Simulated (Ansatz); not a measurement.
The system is LuSb.

```
Lu Sb
1.0
     0.00000    3.03933    3.03933
     3.03933    0.00000    3.03933
     3.03933    3.03933    0.00000
Lu Sb
1 1
Direct
  0.00000 0.00000 0.00000
  0.50000 0.50000 0.50000
```

The cell is a database's computed one.

* Program: Ansatz 0.2.0
* Task: relaxation of cell and atoms
* Functional: revPBE
* Potentials or basis: all-electron LAPW, scalar-relativistic
* Basis error allowed: 0.001 eV/atom
* k mesh: 8 × 8 × 8
* Occupations: fermi-dirac, width 0.05 eV
* Spin: no spin polarisation

At the start: volume 28.08 Å³/atom.

Task: How do energy, volume and symmetry change on relaxing?

Result: Over 5 steps the energy falls by 5.1 meV/atom and the volume is 28.95 Å³/atom (+3.1 %); space group Fm-3m (No. 225, to 0.05 Å).

The path:
| step | energy change (eV) | largest force (eV/Å) | volume (Å³) |
| --- | --- | --- | --- |
| 1 | 0.0000 | 0.0000 | 56.15 |
| 2 | -0.0048 | 0.0000 | 59.25 |
| 3 | -0.0103 | 0.0000 | 57.97 |
| 4 | -0.0103 | 0.0000 | 57.90 |
| 5 | -0.0103 | 0.0000 | 57.90 |

Final structure:
```
CELL_PARAMETERS angstrom
0.00000 3.07060 3.07060
3.07060 0.00000 3.07060
3.07060 3.07060 0.00000
ATOMIC_POSITIONS crystal
Lu 0.00000 0.00000 0.00000
Sb 0.50000 0.50000 0.50000
```
